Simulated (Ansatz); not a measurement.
# H4InNSi: the cost of one run

All numbers below are computed with Ansatz 0.2.0 (RKS B3LYP-D4/def2-SVP).

### Step 1. The structure to begin with

Bond lengths: N1–Si2 1.782 Å, N1–In3 2.468 Å, Si2–In3 2.393 Å, N1–H4 1.038 Å, Si2–H5 1.479 Å, Si2–H6 1.478 Å. Angles: N1–Si2–In3 70.8°, N1–Si2–H5 111.0°, N1–Si2–H6 110.4°, In3–Si2–H5 176.5°, In3–Si2–H6 72.2°, H5–Si2–H6 109.4°, Si2–N1–In3 66.3°, Si2–N1–H4 104.0°, In3–N1–H4 120.3°, N1–In3–Si2 43.0°.

Coordinates:

```xyz
7

N    -1.1420   -0.7190   -0.1521
Si    0.0790    0.5767   -0.0812
In    0.5853   -1.0754    1.5750
H    -1.0241   -1.1229   -1.1009
H    -0.1522    1.5819   -1.1407
H     0.0501    1.2390    1.2401
H     1.6651   -0.5484   -0.3859
```

### Step 2. Relaxing end A

input.yaml

```yaml
crystal:
  periodic: [false, false, false]
  atoms:
    - { symbol: "N", position_ang: [-1.142, -0.719, -0.1521] }
    - { symbol: Si, position_ang: [0.079, 0.5767, -0.0812] }
    - { symbol: In, position_ang: [0.5853, -1.0754, 1.575] }
    - { symbol: H, position_ang: [-1.0241, -1.1229, -1.1009] }
    - { symbol: H, position_ang: [-0.1522, 1.5819, -1.1407] }
    - { symbol: H, position_ang: [0.0501, 1.239, 1.2401] }
    - { symbol: H, position_ang: [1.6651, -0.5484, -0.3859] }
basis:
  gaussian: { orbitals: def2-SVP }
hamiltonian:
  xc: b3lyp
  dispersion: d4
relax:
  f_tol: 0.02
  max_steps: 50
```

Launch:

```bash
> ansatz run input.yaml --threads 1 --pin off --max-ram 2048MiB --backend cpu --events-out ev --progress --plain --runs-dir out
```

Q: Estimate wall time and peak memory on 1 thread of Arm Neoverse V2, shared host.

About 38 s, with a peak of 0.16 GiB.
